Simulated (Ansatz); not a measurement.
The input (input.yaml):

```yaml
crystal:
  lattice:
    - [-4.649, -2.684101, 4.229]
    - [4.649, -2.684101, 4.229]
    - [0.0, 5.368203, 4.229]
  atoms:
    - { symbol: Al, position: [0.3523, 0.3523, 0.3523] }
    - { symbol: Al, position: [0.1477, 0.1477, 0.1477] }
    - { symbol: Al, position: [0.6477, 0.6477, 0.6477] }
    - { symbol: Al, position: [0.8523, 0.8523, 0.8523] }
    - { symbol: O, position: [0.5974, 0.4026, 0.75] }
    - { symbol: O, position: [0.75, 0.5974, 0.4026] }
    - { symbol: O, position: [0.4026, 0.75, 0.5974] }
    - { symbol: O, position: [0.4026, 0.5974, 0.25] }
    - { symbol: O, position: [0.25, 0.4026, 0.5974] }
    - { symbol: O, position: [0.5974, 0.25, 0.4026] }
    - { symbol: Al, position: [0.8523, 0.8523, 0.3523] }
    - { symbol: Al, position: [0.6477, 0.6477, 0.1477] }
    - { symbol: Al, position: [0.1477, 0.1477, 0.6477] }
    - { symbol: Al, position: [0.3523, 0.3523, 0.8523] }
    - { symbol: O, position: [0.0974, 0.9026, 0.75] }
    - { symbol: O, position: [0.25, 0.0974, 0.4026] }
    - { symbol: O, position: [0.9026, 0.25, 0.5974] }
    - { symbol: O, position: [0.9026, 0.0974, 0.25] }
    - { symbol: O, position: [0.75, 0.9026, 0.5974] }
    - { symbol: O, position: [0.0974, 0.75, 0.4026] }
    - { symbol: Al, position: [0.8523, 0.3523, 0.8523] }
    - { symbol: Al, position: [0.6477, 0.1477, 0.6477] }
    - { symbol: Al, position: [0.1477, 0.6477, 0.1477] }
    - { symbol: Al, position: [0.3523, 0.8523, 0.3523] }
    - { symbol: O, position: [0.0974, 0.4026, 0.25] }
    - { symbol: O, position: [0.25, 0.5974, 0.9026] }
    - { symbol: O, position: [0.9026, 0.75, 0.0974] }
    - { symbol: O, position: [0.9026, 0.5974, 0.75] }
    - { symbol: O, position: [0.75, 0.4026, 0.0974] }
    - { symbol: O, position: [0.0974, 0.25, 0.9026] }
    - { symbol: Al, position: [0.3523, 0.8523, 0.8523] }
    - { symbol: Al, position: [0.1477, 0.6477, 0.6477] }
    - { symbol: Al, position: [0.6477, 0.1477, 0.1477] }
    - { symbol: Al, position: [0.8523, 0.3523, 0.3523] }
    - { symbol: O, position: [0.5974, 0.9026, 0.25] }
    - { symbol: O, position: [0.75, 0.0974, 0.9026] }
    - { symbol: O, position: [0.4026, 0.25, 0.0974] }
    - { symbol: O, position: [0.4026, 0.0974, 0.75] }
    - { symbol: O, position: [0.25, 0.9026, 0.0974] }
    - { symbol: O, position: [0.5974, 0.75, 0.9026] }
    - { symbol: H, position: [0.9060949, 0.5480585, 0.2323702], spin: 1.0 }
magnetization:
  spin_polarized: true
basis:
  ecutwfc: 420.0
kpoints:
  mp_grid: { grid: [2, 2, 2] }
hamiltonian:
  xc: pbe
  dispersion: d3bj
  pseudopotentials: { kind: paw, azcp: { folder: soft_1 } }
scf:
  occupations: { method: gaussian, width: 0.05 }
  lower_state_search: "off"
relax:
  f_tol: 0.03
  max_steps: 60
  adjacent_minimum: "off"
output:
  write_density: true
  write_potential: true
  elf: true
  volumetric_format: npy
```

Launched with:

```bash
$ ansatz run input.yaml --threads 4 --pin off --max-ram 10240MiB --backend cpu --events-out ev --progress --plain --runs-dir out
```

Hardware: 4 threads of Arm Neoverse V1, with other jobs on the host.

**Question.** Roughly how long does this run take, and how much memory?

**Answer.** 3 min, with a peak of 1.4 GiB, for 12 ionic steps.
